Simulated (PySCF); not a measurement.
# A gas-phase reaction: FGeH5OSi → FGeH4Si + HO

Wanted: the reaction energy for `[OH][GeH]([F])[SiH3]` → `[F][GeH][SiH3]` + `[OH]`.

Computed with PySCF 2.14.0; each step states its level. No surroundings beyond the atoms listed, unless a continuum is named. Atoms count from 0, parts from 1.

## (1) Starting point

Each species was relaxed by itself at PBE0-D3(BJ)/def2-SVPD.

## (2) Energies of the species: wB97M-D3(BJ)/def2-TZVPD

The job: settings as JSON, then the geometry in Å.

```
{"job": {"kind": "react", "xc": "wB97M-D3(BJ)", "basis": "def2-TZVPD"}, "charge": 0, "multiplicity": 1}
-1 FGeH5OSi charge 0 multiplicity 1
O      0.087020     1.929230    -0.514610
Ge    -0.226610     0.206400    -0.827570
F      1.011570    -0.331130    -1.967740
Si     0.137130    -0.923250     1.237420
H     -0.090020     2.516480    -1.255430
H     -1.539690     0.042520    -1.617540
H      0.168570    -2.391260     0.981500
H      1.434840    -0.456530     1.799060
H     -0.983280    -0.592220     2.164740

+1 FGeH4Si charge 0 multiplicity 2
F     -0.313440     2.243600     0.978150
Ge    -0.875720     1.098710    -0.256220
Si     0.275570    -0.970080     0.160700
H     -0.542010     1.819900    -1.592340
H      1.757820    -0.792580     0.112120
H     -0.162100    -1.923900    -0.901640
H     -0.140120    -1.475640     1.499280

+1 HO charge 0 multiplicity 2
O      0.485950     0.005510     0.004230
H     -0.488530    -0.005030    -0.003440
```

Level: wB97M-D3(BJ)/def2-TZVPD reaction energy of separated species, gas phase.

Launch:

```
$ OMP_NUM_THREADS=1 python cluster_run.py task.json out
```

This one command runs all jobs of the session in turn.

**Question.** The jobs that follow are: PBE0-D3(BJ)/def2-TZVPD reaction energy of separated species, gas phase. Predict: reaction energy (wB97M-D3(BJ)/def2-TZVPD); ΔH, ΔG at 298 K (xTB thermal terms). Thermal terms come from harmonic xTB runs on each species.

The runs gave:

```
                                                quantity                    value
               reaction energy (wB97M-D3(BJ)/def2-TZVPD)           104.7 kcal/mol
                     ΔH, ΔG at 298 K (xTB thermal terms)   +101.6, +90.4 kcal/mol
range of the reaction energy over the runs of this table  103.1 to 104.7 kcal/mol
```

What this shows: The reaction is endothermic by 101.6 kcal/mol in the gas phase; dispersion gives +1.04, and xTB itself gave 131.6 for the electronic energy (xTB energies and thermal terms come from the earlier relaxation of each species, not shown). No barrier was sought. xTB and this level differ widely in the electronic energy, so what comes from xTB (the thermal terms above all) is less safe here. The reaction energy runs from 103.1 (PBE0-D3(BJ)/def2-TZVPD) to 104.7 kcal/mol (wB97M-D3(BJ)/def2-TZVPD).
